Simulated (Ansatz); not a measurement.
# F2H2NSi radical: one structure at several levels

Aim: energy, forces and dipole at a structure displaced at random from a GFN2-xTB minimum, from CCSD(T) and from density functionals.

Computed with Ansatz 0.2.0, Gaussian basis. Level: single points in def2-TZVPP.

Correlated methods freeze the cores. Orbitals are unrestricted. B3LYP uses VWN-RPA correlation.

**1. Where the work starts**

SMILES `[NH][SiH](F)F`, 6 atoms, charge 0, spin multiplicity 2.

Atoms are counted from 1 here; the program's logs count them from 0.

Bond lengths: N1–Si2 1.689 Å, N1–H5 0.972 Å, Si2–F3 1.602 Å, Si2–F4 1.575 Å, Si2–H6 1.477 Å. Angles: Si2–N1–H5 128.3°, N1–Si2–F3 108.6°, N1–Si2–F4 112.8°, N1–Si2–H6 118.3°, F3–Si2–F4 102.1°, F3–Si2–H6 112.2°, F4–Si2–H6 101.6°.

Geometry (Å):

```xyz
6
charge 0, multiplicity 2
N    -0.1087    0.8849   -1.0300
Si    0.1861   -0.2015    0.2291
F     1.6192   -0.8781   -0.0032
F    -0.7769   -1.4478    0.1966
H    -0.9294    1.3658   -1.2302
H     0.0108    0.2717    1.6177
```

**2. CCSD(T)/def2-TZVPP**

Contents of run/in.yaml:

```yaml
crystal:
  periodic: [false, false, false]
  atoms:
    - {symbol: N, position_ang: [-0.108700, 0.884900, -1.030000]}
    - {symbol: Si, position_ang: [0.186100, -0.201500, 0.229100]}
    - {symbol: F, position_ang: [1.619200, -0.878100, -0.003200]}
    - {symbol: F, position_ang: [-0.776900, -1.447800, 0.196600]}
    - {symbol: H, position_ang: [-0.929400, 1.365800, -1.230200]}
    - {symbol: H, position_ang: [0.010800, 0.271700, 1.617700]}
basis:
  gaussian: {orbitals: def2-TZVPP}
magnetization: {spin_polarized: true, initial_magnetization: 1}
correlation: {method: ccsd_t}
scf: {omitted_lower_state_checks: [cluster_reference]}
```

The command line of these runs was not kept.

**3. PBE0-D4/def2-TZVPP**

run/in.yaml: that of step 2 with these lines changed.

```diff
@@ -12,3 +12,3 @@
 magnetization: {spin_polarized: true, initial_magnetization: 1}
-correlation: {method: ccsd_t}
-scf: {omitted_lower_state_checks: [cluster_reference]}
+hamiltonian: {xc: pbe0, dispersion: d4}
+output: {forces: true, orbitals: {seedname: orbitals}}
```

**4. wB97M-V/def2-TZVPP**

run/in.yaml: that of step 3 with these lines changed.

```diff
@@ -12,3 +12,3 @@
 magnetization: {spin_polarized: true, initial_magnetization: 1}
-hamiltonian: {xc: pbe0, dispersion: d4}
-output: {forces: true, orbitals: {seedname: orbitals}}
+hamiltonian: {xc: {name: wB97M-V}}
+output: {forces: true}
```

**5. r2SCAN-D4/def2-TZVPP**

run/in.yaml: that of step 4 with these lines changed.

```diff
@@ -12,3 +12,3 @@
 magnetization: {spin_polarized: true, initial_magnetization: 1}
-hamiltonian: {xc: {name: wB97M-V}}
+hamiltonian: {xc: r2scan, dispersion: d4}
 output: {forces: true}
```

**6. PBE-D4/def2-TZVPP**

run/in.yaml: that of step 5 with these lines changed.

```diff
@@ -12,3 +12,3 @@
 magnetization: {spin_polarized: true, initial_magnetization: 1}
-hamiltonian: {xc: r2scan, dispersion: d4}
+hamiltonian: {xc: pbe, dispersion: d4}
 output: {forces: true}
```

**7. B3LYP-D4/def2-TZVPP**

run/in.yaml: that of step 6 with these lines changed.

```diff
@@ -12,3 +12,3 @@
 magnetization: {spin_polarized: true, initial_magnetization: 1}
-hamiltonian: {xc: pbe, dispersion: d4}
+hamiltonian: {xc: {name: B3LYP}, dispersion: d4}
 output: {forces: true}
```

**8. wB97X-V/def2-TZVPP**

run/in.yaml: that of step 7 with these lines changed.

```diff
@@ -12,3 +12,3 @@
 magnetization: {spin_polarized: true, initial_magnetization: 1}
-hamiltonian: {xc: {name: B3LYP}, dispersion: d4}
+hamiltonian: {xc: {name: wB97X-V}}
 output: {forces: true}
```

(Steps that only read results are left out.)

**Question.** What will these runs give? Wanted: energy less free atoms, CCSD(T)/def2-TZVPP; RMS force component; HOMO and LUMO, PBE0-D4; T1 diagnostic.

The runs gave:

| quantity | value |
| --- | --- |
| energy less free atoms, CCSD(T)/def2-TZVPP | -2101.6 kJ/mol |
| RMS force component | 0.815 to 0.915 eV/Å over the methods |
| HOMO and LUMO, PBE0-D4 | -8.78 and -4.53 eV |
| T1 diagnostic | 0.012 |

Against CCSD(T) the functionals' energies less atoms differ by -100.7 to -42.9 kJ/mol, PBE-D4 by -100.7 kJ/mol. A larger basis would deepen the CCSD(T) value, while the functionals are nearly converged already, so the order here is not reliable. No sound CCSD(T) forces are at hand. Among the functionals the RMS force differs by up to 12 %.
